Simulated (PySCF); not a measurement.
# C2H5GeN3: the cost of one run

Programs: PySCF 2.14.0, with routines of our own; each step states its level. All values are computed. Atoms count from 0.

## 1. The system as given

11 atoms, charge 0, multiplicity 1; geometry from: GFN2-xTB.

## 2. Optimising the geometry at PBE0-D3(BJ)/def2-SVP

What the job is given:

```
{"job": {"xc": "PBE0", "basis": "def2-SVP", "d3": "d3bj", "grid": 1, "maxiter": 30, "shake": 0.01, "kind": "geom"}, "charge": 0, "multiplicity": 1}
Ge    -1.906140    -0.048670     0.008570
N     -0.093160    -0.091080    -0.079440
C      0.929730     0.462590     0.580810
C      2.105120     0.003370    -0.057960
N      1.666630    -0.800130    -1.073940
N      0.392250    -0.838320    -1.076500
H     -2.285560    -0.106810     1.452060
H     -2.340370     1.293300    -0.577620
H     -2.333790    -1.188760    -0.785140
H      0.804090     1.110340     1.440770
H      3.099300     0.178340     0.152720
```

Run with:

```sh
> OMP_NUM_THREADS=1 python heavy_run.py task.json out
```

One launch serves the whole session: the jobs run in the order shown.

**Question.** How long does this first job take on 1 thread of Arm Neoverse V2, shared host, and how much memory does it need?

About 1.8 min, with a peak of 0.53 GiB.
